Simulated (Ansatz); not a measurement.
Co2Pd under changes of volume

One of the cells (12.694 Å³/atom); the others are scaled copies at fixed shape and fractional positions:

```xyz
3
Lattice="2.6379 0.0000 0.0000 -1.3190 2.2845 0.0000 0.0000 0.0000 6.3193" Properties=species:S:1:pos:R:3 pbc="T T T"
Pd    0.0000    0.0000    0.0000
Co    1.3190    0.7615    2.2104
Co    0.0000    1.5230    4.1090
```

The cell comes from a database or a generator and needn't be the stable form of this composition.

- Program: Ansatz 0.2.0
- Functional: r2SCAN
- Potentials or basis: Ansatz PAW
- Cutoff: 500 eV (not typed: the program's choice for these potentials)
- k mesh: 12 × 12 × 4
- Occupations: fermi-dirac, width 0.05 eV
- Spin: collinear spin, ferromagnetic start
- Starting moments: [0.0, 2.0, 2.0] μB

| volume (Å³/atom) | energy over the lowest point (meV/atom) | pressure (GPa) | moment (μB per cell) | largest force (eV/Å) |
| --- | --- | --- | --- | --- |
| 11.933 | 7.18 | 7.1 | 3.99 | 0.065 |
| 12.187 | 0.00 | 2.3 | 4.02 | 0.030 |
| 12.440 | 0.00 | -2.0 | 4.04 | 0.001 |
| 12.694 | 6.26 | -5.7 | 4.07 | 0.024 |
| 12.948 | ? | ? | ? | ? |
| 13.202 | 34.62 | -11.8 | 4.11 | 0.058 |

Q: What does the run at 12.948 Å³/atom give?

A: Energy over the lowest point 18.01 meV/atom; pressure -9.0 GPa; moment 4.09 μB per cell; largest force 0.044 eV/Å.

Worked out: A Birch-Murnaghan fit of order 3 (a polynomial in V^(-2/3)) to the other rows has its minimum at 12.31 Å³/atom with B0 = V·E''(V) = 205 GPa and B' = 5.4 at fixed shape and positions, which overstates the stiffness. It gives 18.03 meV/atom at 12.948 Å³/atom, against the run's 18.01, and -dE/dV = -9.0 GPa, against -9.0. A straight line through the other rows of the moment, of slope 0.0943 μB per Å³/atom, gives 4.09 μB, against the run's 4.09.

Energies are extrapolated to zero smearing.

Caveats: the magnetic or orbital state may not be the lowest; the PAW data sets come from PBE, with cores solved anew for the run's functional, which leaves a small shift of forces and pressure.
